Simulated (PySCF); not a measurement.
# WO₂⁻: relaxation and vibrations of the quartet

Aim: relax WO₂⁻ as a quartet from a PBE0 minimum start, check by its vibrations whether the end is a minimum, and collect its spectrum and constants.

Method: PBE0, basis W def2-SVPD with ECP60, O def2-SVPD, scalar-relativistic core potentials, no spin–orbit coupling, density fitting; program: PySCF 2.14.0.

**1. The starting structure**

3 atoms, charge -1, spin multiplicity 4.

Bond lengths: W1–O2 1.769 Å, W1–O3 1.769 Å. Angles: O2–W1–O3 130.7°.

```xyz
3
charge -1 multiplicity 4
W    -0.0007    0.1088    0.0000
O     0.0040   -0.6290    1.6080
O     0.0040   -0.6290   -1.6080
```

**2. First SCF at the start**

One driver script runs all steps and calls PySCF; scf.py shows how it sets up the SCF of each step. The optimiser is the driver's own. After this first run the driver tries any further starts and a stability analysis.

scf.py

```python
from pyscf import gto, scf, dft
mol = gto.M(atom='''
W     -0.000692     0.108847    -0.000000
O      0.004000    -0.628990     1.607990
O      0.004000    -0.628990    -1.607990''',
    basis={'W': 'def2-SVPD', 'O': 'def2-SVPD'},
    ecp={'W': 'def2-SVPD'},
    charge=-1, spin=3)
mf = dft.UKS(mol, xc='PBE0')
mf.grids.atom_grid = (50, 194)
aux = {'W': 'def2-universal-JKFIT', 'O': 'def2-universal-JKFIT'}
mf = mf.density_fit(auxbasis=aux)
mf.conv_tol = 1e-08
mf.diis_space = 10
mf.max_cycle = 60
mf.init_guess = 'minao'
mf.verbose = 4
mf.kernel()
```

The run is started by

```bash
$ OMP_NUM_THREADS=2 python axn.py task.json out
```

After this run come: Relaxation: PBE0 minimum start, quartet; Frequencies.

What does the calculation give? Wanted: minimum; geometry; wavenumbers; dipole moment; highest occupied, lowest empty level; polar-tensor charge of W1; zero-point energy; ⟨S²⟩.

**Answer**, as computed:

| quantity | value |
| --- | --- |
| minimum | quartet, C2v |
| geometry | W–O 1.769 Å (×2); O–W–O 130.7° |
| wavenumbers (cm⁻¹) | 221 (a1), 840 (b2), 924 (a1) |
| dipole moment (centre of mass) | 1.72 D |
| highest occupied, lowest empty level (either spin) | -0.33, 2.39 eV |
| polar-tensor charge of W1 | +0.69 e |
| zero-point energy | 11.9 kJ/mol |
| entropy at 298.15 K | 288.2 J/(mol K) |
| ⟨S²⟩ | 3.772 |

In words: The molecule stays C2v, as typed, and the end point is a minimum. The strongest infrared band lies at 840 cm⁻¹ (b2, stretch). Most of the spin sits on W1 (Mulliken spin 3.28, against 3 for the whole molecule). Only this shape and spin were tried, so other structures or states may lie lower. One determinant may miss the lowest occupation of an open d or f shell. With an element this heavy the missing spin–orbit coupling can shift these numbers.
